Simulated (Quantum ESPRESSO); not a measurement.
Cu:

```
Cu
1.0
    -1.57500    1.57500    1.57500
     1.57500   -1.57500    1.57500
     1.57500    1.57500   -1.57500
Cu
1
Cartesian
  0.0000 0.0000 0.0000
```

The cell was built by a generator and needn't be a form met in nature.

Base run:

- Program: Quantum ESPRESSO 7.5
- Functional: LDA
- Potentials or basis: GBRV 1.5 LDA
- Cutoff: 762 eV
- Density cutoff: 6095 eV
- k mesh: 18 × 18 × 18
- Occupations: methfessel-paxton, width 0.1 eV
- Spin: no spin polarisation

Its results: band gap on the k mesh none (metal or under the smearing width); pressure -27.0 GPa.

Question: The run is repeated on the same cell with these changes: functional from LDA to PBEsol; potentials or basis from GBRV 1.5 LDA to GBRV 1.5 PBEsol. What comes out?

Answer: Band gap on the k mesh none (metal or under the smearing width); pressure -23.7 GPa.

Caveats: so large a pressure means that the cell lies far from this level's equilibrium, or that cutoff or potentials fall short.

Not every run made on this cell is shown here.
